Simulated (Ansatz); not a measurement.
**CH8O3Si2: one species, many methods**

An exercise on one series of results from a longer session: the logs are not shown, and one member is left open.

Method: functionals in def2-TZVPP, the program's frozen cores in correlated methods; program: Ansatz 0.2.0, Gaussian basis.

Plan: PBE-D4, r2SCAN-D4, PBE0-D4, B3LYP-D4, ωB97X-V, ωB97M-V, B2PLYP; CCSD(T)/def2-TZVPP; MP2/def2-QZVPP; extrapolation to the limit.

**Structure used throughout**

All runs share one geometry, relaxed beforehand with PBE0-D4 in a triple-zeta def2 set.

SMILES `C[SiH](O)O[SiH2]O`, 14 atoms, charge 0, spin multiplicity 1.

Atoms are counted from 1 here; the program's logs count them from 0.

Bond lengths: C1–Si2 1.845 Å, C1–H7 1.093 Å, C1–H8 1.093 Å, C1–H9 1.093 Å, Si2–O3 1.642 Å, Si2–O4 1.649 Å, Si2–H10 1.488 Å, O3–H11 0.961 Å, O4–Si5 1.628 Å, Si5–O6 1.653 Å, Si5–H12 1.478 Å, Si5–H13 1.483 Å, O6–H14 0.958 Å. Angles: Si2–C1–H7 110.6°, Si2–C1–H8 110.6°, Si2–C1–H9 110.6°, H7–C1–H8 108.5°, H7–C1–H9 108.3°, H8–C1–H9 108.3°, C1–Si2–O3 107.9°, C1–Si2–O4 110.3°, C1–Si2–H10 111.9°, O3–Si2–O4 109.8°, O3–Si2–H10 110.6°, O4–Si2–H10 106.3°, Si2–O3–H11 116.2°, Si2–O4–Si5 133.9°, O4–Si5–O6 110.3°, O4–Si5–H12 110.2°, O4–Si5–H13 108.3°, O6–Si5–H12 105.9° and more.

The first run:

in.yaml reads:

```yaml
crystal:
  periodic: [false, false, false]
  atoms:
    - {symbol: C, position_ang: [0.837106, -0.120843, -2.316241]}
    - {symbol: Si, position_ang: [0.549252, -0.593493, -0.555904]}
    - {symbol: O, position_ang: [1.721507, 0.109280, 0.353697]}
    - {symbol: O, position_ang: [-0.933041, -0.069670, -0.057470]}
    - {symbol: Si, position_ang: [-1.479631, 0.648620, 1.297144]}
    - {symbol: O, position_ang: [-0.506829, 0.270140, 2.579032]}
    - {symbol: H, position_ang: [0.066038, -0.549055, -2.960968]}
    - {symbol: H, position_ang: [0.818667, 0.965598, -2.429811]}
    - {symbol: H, position_ang: [1.809287, -0.484792, -2.657119]}
    - {symbol: H, position_ang: [0.555897, -2.069404, -0.370235]}
    - {symbol: H, position_ang: [1.585082, 0.096292, 1.305033]}
    - {symbol: H, position_ang: [-1.412982, 2.118598, 1.157658]}
    - {symbol: H, position_ang: [-2.861395, 0.172806, 1.551365]}
    - {symbol: H, position_ang: [-0.748956, -0.494057, 3.103810]}
basis:
  gaussian: {orbitals: def2-TZVPP}
hamiltonian: {xc: pbe, dispersion: d4}
output: {forces: true, orbitals: {seedname: orbitals}}
```

Run with:

```bash
$ ansatz run in.yaml --threads 2 --pin off --events-out ev --progress --plain --max-ram 32768MiB --backend cuda --devices 0, --max-vram 18GiB
```

Steps of the session up to this table: PBE-D4 (GGA); r2SCAN-D4 (meta-GGA); PBE0-D4 (hybrid); B3LYP-D4 (hybrid); ωB97X-V (range-separated); ωB97M-V (range-separated); B2PLYP (double hybrid); CCSD(T) in def2-TZVPP; MP2 in def2-QZVPP.

One of the session's tables, all rows but one given; the rest of the session is left out.

It belongs to the step «Atomisation energies». 

| method | atomisation energy (eV) |
| --- | --- |
| PBE-D4 | 56.194 |
| r2SCAN-D4 | 56.057 |
| PBE0-D4 | 55.351 |
| B3LYP-D4 | 55.812 |
| ωB97X-V | 56.184 |
| ωB97M-V | 56.205 |
| B2PLYP | ? |
| HF/def2-TZVPP | 41.281 |
| MP2/def2-TZVPP | 55.765 |
| CCSD/def2-TZVPP | 54.024 |
| CCSD(T)/def2-TZVPP | 54.728 |
| MP2/CBS | 57.366 |
| CCSD(T)/CBS | 56.329 |

Estimate the missing values for B2PLYP.

The run gave: atomisation energy (eV): 55.400. In the column «atomisation energy (eV)» it lies between PBE0-D4 (55.351) and MP2/def2-TZVPP (55.765).
